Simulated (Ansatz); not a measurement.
# Cd2S in Ansatz: the effect of exact exchange

Crystal: Cd2S.

```
Cd S
1.0
     3.96267    0.00000    0.00000
    -1.98134    3.43177    0.00000
     0.00000    0.00000    5.80919
Cd S
2 1
Direct
  0.33333 0.66667 0.93272
  0.66667 0.33333 0.57873
  0.33333 0.66667 0.36571
```

The cell comes from a database or a generator and needn't be the stable form of this composition.

Alike in all runs:

| Property | Result |
| --- | --- |
| Program | Ansatz 0.2.0 |
| Task | single point |
| Functional | HSE06 form with a typed share of exact exchange |
| Potentials or basis | Ansatz PAW |
| Cutoff | 420 eV (not typed: the program's choice for these potentials) |
| k mesh | 4 × 4 × 3 |
| Occupations | fermi-dirac, width 0.05 eV |
| Spin | no spin polarisation |

```tsv
exact exchange	gap on the mesh (eV)	pressure (GPa)	largest force (eV/Å)
0.25	?	?	?
0.3	1.16	-1.6	0.28
0.4	1.25	-2.0	0.36
0.5	1.34	-2.3	0.43
```

What does the run with exact exchange 0.25 give?

gap on the mesh 1.12 eV; pressure -1.4 GPa; largest force 0.24 eV/Å.

Worked out: A straight line through the other rows of the gap on the mesh, of slope 0.9 eV per unit of exact exchange, extrapolates to 1.11 eV, against the run's 1.12. A straight line through the other rows of the pressure, of slope -3.5 GPa per unit of exact exchange, extrapolates to -1.4 GPa, against the run's -1.4. A straight line through the other rows of the largest force, of slope 0.75 eV/Å per unit of exact exchange, extrapolates to 0.24 eV/Å, against the run's 0.24.

Caveats: all runs use coarse meshes; odd divisions of the mesh miss points on the zone boundary, where band edges often lie, so the gap on the mesh can be too wide; the PAW data sets come from PBE, with cores solved anew for the run's functional, which leaves a small shift of forces and pressure; the thresholds are loose for stress.

A k mesh can miss the band edges.
